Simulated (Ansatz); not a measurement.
**TiCl+ (triplet): from Hartree-Fock to the top rungs, def2-SVP**

Aim: climb from Hartree-Fock through coupled cluster for TiCl+ (triplet) at one geometry and basis, and see what each rung misses.

Method: def2-SVP, core rule «outside noble gas», up to 14 orbitals frozen; program: Ansatz 0.2.0, Gaussian basis.

To be run: UHF; CCSD(T) on ROHF; CCSD(T) on UHF; CISD; CCSDT(Q) on ROHF; CCSDT(Q) on UHF; CCSDTQ on ROHF.

7 further runs of the same task are left out: 4 for a known fault of the program, 3 set aside as unsound or not needed.

### Step 1. What is computed

The geometry is a PBE0/def2-TZVP stationary point (not a proven minimum) of the parent state, kept for this charge and spin.

2 atoms, charge 1, spin multiplicity 3.

Atoms are counted from 1 here; the program's logs count them from 0.

Bond lengths: Ti1–Cl2 2.134 Å.

### Step 2. UHF

The input, in.yaml:

```yaml
crystal:
  periodic: [false, false, false]
  atoms:
    - {symbol: Ti, position_ang: [0.000000, 0.000000, 0.000000]}
    - {symbol: Cl, position_ang: [0.000000, 0.000000, 2.134200]}
basis:
  gaussian: {orbitals: def2-SVP}
total_charge: 1
magnetization: {spin_polarized: true, initial_magnetization: 2}
hamiltonian: {xc: hf}
output: {orbitals: {seedname: orbitals}}
```

Command:

```console
$ ansatz run in.yaml --threads 1 --pin off --events-out ev --progress --plain --max-ram 4096MiB --backend cpu
```

After this run come: CCSD(T) on ROHF; CCSD(T) on UHF; CISD; CCSDT(Q) on ROHF; CCSDT(Q) on UHF; CCSDTQ on ROHF.

**Question.** What will the summary of the whole plan be? Wanted: RCCSDTQ below the RHF energy; RMP2 from RCCSDTQ; UMP2 from RCCSDTQ; RCCSD from RCCSDTQ; RCCSD(T) from RCCSDTQ; UCCSD(T) from RCCSDTQ; RCCSDT(Q) from RCCSDTQ; UCCSDT(Q) from RCCSDTQ; T1 diagnostic.

**Answer**, as computed:

| quantity | value |
| --- | --- |
| RCCSDTQ below the RHF energy | -4.9550 eV |
| RMP2 from RCCSDTQ | +711.1 meV |
| UMP2 from RCCSDTQ | +627.4 meV |
| RCCSD from RCCSDTQ | +211.6 meV |
| RCCSD(T) from RCCSDTQ | +47.6 meV |
| UCCSD(T) from RCCSDTQ | -11.9 meV |
| RCCSDT(Q) from RCCSDTQ | +2.4 meV |
| UCCSDT(Q) from RCCSDTQ | -65.2 meV |
| levels within 1 kcal/mol (43 meV) | UCCSD(T), RCCSDT, RCCSDT(Q) |
| T1 diagnostic | 0.038 |

What this shows: RCCSD(T) misses by +47.6 meV, 1.0 % of the correlation energy. CCSD(T) misses by +47.6 meV on the restricted determinant and by -11.9 meV on the unrestricted one; the two need not hold the same state or core. Coupled cluster took another determinant than the lowest Hartree-Fock one. These misses are within one basis, not against nature; the frozen cores of restricted and unrestricted runs differ, which can shift their rows.
